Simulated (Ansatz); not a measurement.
**C11H13FOTi: one species, many methods**

One table from this session's results is given with a row withheld; the runs are named, their logs left out.

Program: Ansatz 0.2.0, Gaussian basis. Level of theory: functionals in def2-TZVPP, the program's frozen cores in correlated methods. These are calculated values, not measurements.

The runs, in order: LDA (SPW92), PBE-D4, revPBE-D4, BLYP-D4, r2SCAN-D4, B97M-V, PBE0-D4, B3LYP-D4, r2SCANh-D4, r2SCAN0-D4, HSE06-D4, BHLYP-D4, CAM-B3LYP-D4, LC-ωPBE, ωB97X-V, ωB97M-V, B2PLYP, PBE-QIDH; CCSD(T)/def2-SVP; CCSD(T)/def2-TZVPP; MP2/def2-QZVPP; extrapolation to the limit; RPA on PBE.

## The relaxed structure

The geometry comes from an earlier relaxation with PBE0-D4 in a triple-zeta def2 set; it is a stationary point, not always the lowest conformer.

SMILES `C[O][Ti]12345678([F])([C@H]9[C@@H]1[C@@H]2[C@@H]3[C@H]94)[C@H]1[C@@H]5[C@@H]6[C@@H]7[C@H]18`, 27 atoms, charge 0, spin multiplicity 1.

Atoms are counted from 1 here; the program's logs count them from 0.

Bond lengths: C1–O2 1.389 Å, C1–H15 1.100 Å, C1–H16 1.098 Å, C1–H17 1.096 Å, O2–Ti3 1.847 Å, Ti3–F4 1.831 Å, Ti3–C5 2.416 Å, Ti3–C6 2.419 Å, Ti3–C7 2.409 Å, Ti3–C8 2.389 Å, Ti3–C9 2.415 Å, Ti3–C10 2.424 Å, Ti3–C11 2.398 Å, Ti3–C12 2.404 Å, Ti3–C13 2.402 Å, Ti3–C14 2.422 Å, C5–C6 1.412 Å, C5–C9 1.404 Å and more. Angles: O2–C1–H15 112.3°, O2–C1–H16 111.3°, O2–C1–H17 109.3°, H15–C1–H16 107.8°, H15–C1–H17 107.7°, H16–C1–H17 108.2°, C1–O2–Ti3 129.0°, O2–Ti3–F4 95.8°, O2–Ti3–C5 92.0°, O2–Ti3–C6 125.8°, O2–Ti3–C7 136.6°, O2–Ti3–C8 105.0°, O2–Ti3–C9 80.6°, O2–Ti3–C10 107.2°, O2–Ti3–C11 134.0°, O2–Ti3–C12 115.4°, O2–Ti3–C13 82.6°, O2–Ti3–C14 78.1° and more.

The first run:

Contents of in.yaml:

```yaml
crystal:
  periodic: [false, false, false]
  atoms:
    - {symbol: C, position_ang: [-2.302408, -1.270360, 1.281306]}
    - {symbol: O, position_ang: [-0.946710, -1.209104, 0.983981]}
    - {symbol: Ti, position_ang: [-0.073992, -0.146496, -0.248984]}
    - {symbol: F, position_ang: [-1.192846, -0.526747, -1.647911]}
    - {symbol: C, position_ang: [-1.624370, 1.674054, 0.093944]}
    - {symbol: C, position_ang: [-0.764294, 2.061814, -0.956309]}
    - {symbol: C, position_ang: [0.531709, 2.177621, -0.439830]}
    - {symbol: C, position_ang: [0.481975, 1.849813, 0.939020]}
    - {symbol: C, position_ang: [-0.855618, 1.565331, 1.263960]}
    - {symbol: C, position_ang: [1.267397, -1.613959, -1.636174]}
    - {symbol: C, position_ang: [1.946637, -0.384365, -1.518320]}
    - {symbol: C, position_ang: [2.326801, -0.230236, -0.166907]}
    - {symbol: C, position_ang: [1.849968, -1.342388, 0.548353]}
    - {symbol: C, position_ang: [1.202450, -2.201592, -0.366851]}
    - {symbol: H, position_ang: [-2.638782, -0.408977, 1.876129]}
    - {symbol: H, position_ang: [-2.909972, -1.305944, 0.367705]}
    - {symbol: H, position_ang: [-2.505221, -2.176444, 1.863910]}
    - {symbol: H, position_ang: [-2.674813, 1.448121, -0.004081]}
    - {symbol: H, position_ang: [-1.047529, 2.172719, -1.991468]}
    - {symbol: H, position_ang: [1.415342, 2.449991, -0.995848]}
    - {symbol: H, position_ang: [1.313152, 1.843310, 1.626820]}
    - {symbol: H, position_ang: [-1.210541, 1.250893, 2.233232]}
    - {symbol: H, position_ang: [0.793298, -1.987070, -2.530088]}
    - {symbol: H, position_ang: [2.138047, 0.312933, -2.320003]}
    - {symbol: H, position_ang: [2.878559, 0.600005, 0.244484]}
    - {symbol: H, position_ang: [1.929533, -1.497630, 1.613572]}
    - {symbol: H, position_ang: [0.672236, -3.105312, -0.113653]}
basis:
  gaussian: {orbitals: def2-TZVPP}
hamiltonian: {xc: lda}
output: {orbitals: {seedname: orbitals}}
```

Run with:

```sh
ansatz run in.yaml --threads 10 --pin off --events-out ev --progress --plain --max-ram 110592MiB --backend cuda --devices 0, --max-vram 75GiB
```

Among the steps run: LDA; PBE-D4 (GGA); revPBE-D4 (GGA); BLYP-D4 (GGA); r2SCAN-D4 (meta-GGA); B97M-V (meta-GGA); PBE0-D4 (hybrid); B3LYP-D4 (hybrid); r2SCANh-D4 (hybrid); r2SCAN0-D4 (hybrid); HSE06-D4 (hybrid); BHLYP-D4 (hybrid); CAM-B3LYP-D4 (range-separated); LC-ωPBE (range-separated); ωB97X-V (range-separated); ωB97M-V (range-separated); B2PLYP (double hybrid); PBE-QIDH (double hybrid).

One of the session's tables, all rows but one given; the rest of the session is left out.

It belongs to the step «Orbital energies across the functionals». 

| functional | HOMO (eV) | LUMO (eV) | gap (eV) |
| --- | --- | --- | --- |
| LDA (SPW92) | -5.54 | -2.74 | 2.80 |
| PBE-D4 | -5.34 | -2.47 | 2.87 |
| revPBE-D4 | -5.26 | -2.37 | 2.89 |
| BLYP-D4 | -5.18 | -2.36 | 2.82 |
| r2SCAN-D4 | -5.51 | -2.38 | 3.13 |
| B97M-V | -5.56 | -2.37 | 3.19 |
| PBE0-D4 | -6.36 | -1.43 | 4.93 |
| B3LYP-D4 | -6.16 | -1.70 | 4.46 |
| r2SCANh-D4 | -5.91 | -1.98 | 3.92 |
| r2SCAN0-D4 | -6.49 | -1.38 | 5.12 |
| HSE06-D4 | -5.98 | -1.81 | 4.16 |
| BHLYP-D4 | -7.22 | -0.24 | 6.97 |
| CAM-B3LYP-D4 | -7.56 | -0.34 | 7.22 |
| LC-ωPBE | ? | ? | ? |
| ωB97X-V | -8.48 | 0.74 | 9.22 |
| ωB97M-V | -8.41 | 0.71 | 9.12 |

**Question.** Estimate the row for LC-ωPBE.

**Answer.** HOMO (eV): -8.79; LUMO (eV): 0.76; gap (eV): 9.55. In the column «HOMO (eV)» it is the lowest.
